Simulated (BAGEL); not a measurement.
# BH2SCl (SMILES SBCl): HF/STO-3G (density fitting with qzvpp-jkfit)

What is the electronic atomisation energy of BH2SCl at HF/STO-3G (density fitting with qzvpp-jkfit)? 

The results are computed with BAGEL 1.2.2.

17 further runs of the same task are left out: 17 set aside as unsound or not needed.

**1. Starting point**

The species is BH2SCl (5 atoms), meant as a singlet with charge 0. SMILES: `SBCl`. The coordinates come from a PBE0-D4/def2-TZVP relaxation. This is one conformer, not always the lowest.

Bond lengths: S1–B2 1.779 Å, B2–Cl3 1.745 Å, S1–H4 1.343 Å, B2–H5 1.189 Å. Angles: S1–B2–Cl3 118.6°, S1–B2–H5 122.1°, Cl3–B2–H5 119.3°, B2–S1–H4 96.0°.

**2. A single-point energy at HF/STO-3G (density fitting with qzvpp-jkfit)**

The input, calc.json:

```json
{ "bagel" : [

{
  "title" : "molecule",
  "basis" : "sto-3g",
  "df_basis" : "qzvpp-jkfit",
  "angstrom" : true,
  "geometry" : [
    { "atom" : "S", "xyz" : [      -1.294500,      -0.008800,      -0.323500 ] },
    { "atom" : "B", "xyz" : [       0.402900,      -0.217800,       0.164700 ] },
    { "atom" : "Cl", "xyz" : [       0.888700,      -1.738900,       0.868900 ] },
    { "atom" : "H", "xyz" : [      -1.157600,       1.248200,      -0.777100 ] },
    { "atom" : "H", "xyz" : [       1.210400,       0.643400,       0.025700 ] }
  ]
},

{ "title" : "hf" },

{ "title" : "print", "file" : "orbitals.molden", "orbitals" : true }

]}
```

Started as:

```sh
$ BAGEL_NUM_THREADS=1 BAGEL calc.json > calc.out
```

The log of the run:

```text
* using 1 threads per process

  ===============================================================
  ===============================================================

  *** Geometry ***

  { "atom" : "S", "xyz" : [     -2.446250,     -0.016630,     -0.611326 ] },
  { "atom" : "B", "xyz" : [      0.761371,     -0.411582,      0.311238 ] },
  { "atom" : "Cl", "xyz" : [      1.679400,     -3.286045,      1.641983 ] },
  { "atom" : "H", "xyz" : [     -2.187547,      2.358756,     -1.468506 ] },
  { "atom" : "H", "xyz" : [      2.287325,      1.215850,      0.048566 ] },

  Number of auxiliary basis functions:      367

  Since a DF basis is specified, we compute 2- and 3-index integrals:
    o Being stored without compression. Storage requirement is 0.002 GB

  Number of basis functions:       25
  Number of electrons      :       40

    * METHOD: MOLECULE                             0.08

  *** RHF ***

  === Nuclear Repulsion ===
   115.9794314719

      * DIIS with orbital gradients will be used.

  === RHF iteration (sto-3g) ===
      0       -873.28823105          0.01585661           0.01
      1       -873.34983428          0.00516120           0.01
      2       -873.35619912          0.00099321           0.01
      3       -873.35654298          0.00012377           0.01
      4       -873.35655043          0.00004106           0.01
      5       -873.35655146          0.00000645           0.01
      6       -873.35655148          0.00000123           0.01
      7       -873.35655148          0.00000031           0.01
      8       -873.35655148          0.00000006           0.01
      9       -873.35655148          0.00000001           0.01
     10       -873.35655148          0.00000000           0.01
    * SCF iteration converged.

    * Permanent dipole moment:
           (    0.265458,    -0.898646,     0.410968) a.u.

    * METHOD: HF                                   0.17

    * METHOD: PRINT                                0.00

  ===============================================================
```

Wall time 0.38 s (1 thread of Arm Neoverse V1, shared host).

**3. The B atom, same level**

The input, calc.json:

```json
{ "bagel" : [

{
  "title" : "molecule",
  "basis" : "sto-3g",
  "df_basis" : "qzvpp-jkfit",
  "angstrom" : true,
  "geometry" : [
    { "atom" : "B", "xyz" : [       0.000000,       0.000000,       0.000000 ] }
  ]
},

{ "title" : "uhf", "nopen" : 1 },

{ "title" : "print", "file" : "orbitals.molden", "orbitals" : true }

]}
```

Started as:

```sh
$ BAGEL_NUM_THREADS=1 BAGEL calc.json > calc.out
```

The log of the run:

```text
* using 1 threads per process

  ===============================================================
  ===============================================================

  *** Geometry ***

  { "atom" : "B", "xyz" : [      0.000000,      0.000000,      0.000000 ] },

  Number of auxiliary basis functions:       75

  Since a DF basis is specified, we compute 2- and 3-index integrals:
    o Being stored without compression. Storage requirement is 0.000 GB

  Number of basis functions:        5
  Number of electrons      :        5

    * METHOD: MOLECULE                             0.01

  *** Open-shell HF ***

  === Nuclear Repulsion ===
     0.0000000000

      * DIIS with orbital gradients will be used.

  === UHF iteration (sto-3g) ===
      0        -24.14911660          0.00000000           0.00
    * SCF iteration converged.

    * S^2 (UHF) is 0.7500

    * Permanent dipole moment:
           (   -0.000000,    -0.000000,     0.000000) a.u.

    * METHOD: UHF                                  0.01

    * METHOD: PRINT                                0.00

  ===============================================================
```

Run time: 0.16 s. Hardware: 1 thread of Arm Neoverse V1, shared host.

**4. The Cl atom at the same level**

The input, hf.json:

```json
{ "bagel": [

{
  "title": "molecule",
  "basis": "sto-3g",
  "df_basis": "qzvpp-jkfit",
  "angstrom": true,
  "geometry": [
    { "atom": "Cl", "xyz": [    0.000000,    0.000000,    0.000000 ] }
  ]
},
{
  "title": "uhf",
  "nopen": 1
},
{
  "title": "print",
  "file": "orbitals.molden",
  "orbitals": true
}

]}
```

Run the same way, it converges to -454.54245 Eh (log not shown).

**5. The H atom, same level**

The input, input.json:

```json
{ "bagel" : [

{
  "title" : "molecule",
  "basis" : "sto-3g",
  "df_basis" : "qzvpp-jkfit",
  "angstrom" : true,
  "geometry" : [
    { "atom" : "H", "xyz" : [    0.000000,    0.000000,    0.000000 ] }
  ]
},
{
  "title" : "uhf",
  "charge" : 0,
  "nopen" : 1
},
{
  "title" : "print",
  "file" : "orbitals.molden",
  "orbitals" : true
}

]}
```

Started as:

```sh
$ BAGEL_NUM_THREADS=1 BAGEL input.json > input.out
```

The log of the run:

```text
* using 1 threads per process

  ===============================================================
  ===============================================================

  *** Geometry ***

  { "atom" : "H", "xyz" : [      0.000000,      0.000000,      0.000000 ] },

  Number of auxiliary basis functions:       18

  Since a DF basis is specified, we compute 2- and 3-index integrals:
    o Being stored without compression. Storage requirement is 0.000 GB

  Number of basis functions:        1
  Number of electrons      :        1

    * METHOD: MOLECULE                             0.01

  *** Open-shell HF ***

  === Nuclear Repulsion ===
     0.0000000000

      * DIIS with orbital gradients will be used.

  === UHF iteration (sto-3g) ===
      0         -0.46658185          0.00000000           0.00
    * SCF iteration converged.

    * S^2 (UHF) is 0.7500

    * Permanent dipole moment:
           (    0.000000,     0.000000,     0.000000) a.u.

    * METHOD: UHF                                  0.01

    * METHOD: PRINT                                0.00

  ===============================================================
```

Wall time 0.14 s (1 thread of Arm Neoverse V1, shared host).

**6. The S atom, same level**

The input, hf.json:

```json
{ "bagel" : [

{
  "title" : "molecule",
  "basis" : "sto-3g",
  "df_basis" : "qzvpp-jkfit",
  "angstrom" : "true",
  "geometry" : [
    { "atom" : "S", "xyz" : [       0.000000,       0.000000,       0.000000 ] }
  ]
},

{
  "title" : "uhf",
  "charge" : 0,
  "nopen" : 2
},

{
  "title" : "print",
  "file" : "orbitals.molden",
  "orbitals" : "true"
}

]}
```

Run the same way, it converges to -393.13041 Eh (log not shown).

**7. Outcome**

At HF/STO-3G (density fitting with qzvpp-jkfit):

```
                     quantity          value
       molecule: total energy  -873.35655 Eh
      molecule: dipole moment         2.60 D
        molecule: HOMO energy       -8.69 eV
        molecule: LUMO energy        6.30 eV
      molecule: HOMO–LUMO gap       14.99 eV
         B atom: total energy   -24.14912 Eh
        B atom: dipole moment         0.00 D
                 B atom: ⟨S²⟩          0.750
        Cl atom: total energy  -454.54245 Eh
       Cl atom: dipole moment         0.00 D
                Cl atom: ⟨S²⟩          0.750
         H atom: total energy    -0.46658 Eh
        H atom: dipole moment         0.00 D
                 H atom: ⟨S²⟩          0.750
         S atom: total energy  -393.13041 Eh
        S atom: dipole moment         0.00 D
                 S atom: ⟨S²⟩          2.000
electronic atomisation energy      16.365 eV
```

**Reading.** Taking the molecule apart into free atoms costs 16.37 eV (1579 kJ/mol), before zero-point energy and without spin-orbit coupling. Hartree–Fock lacks the correlation of the bonding pairs, which as a rule makes this value much too low; in minimal bases other errors can mask that. In a minimal basis such a difference can be off by several eV, whatever the method.
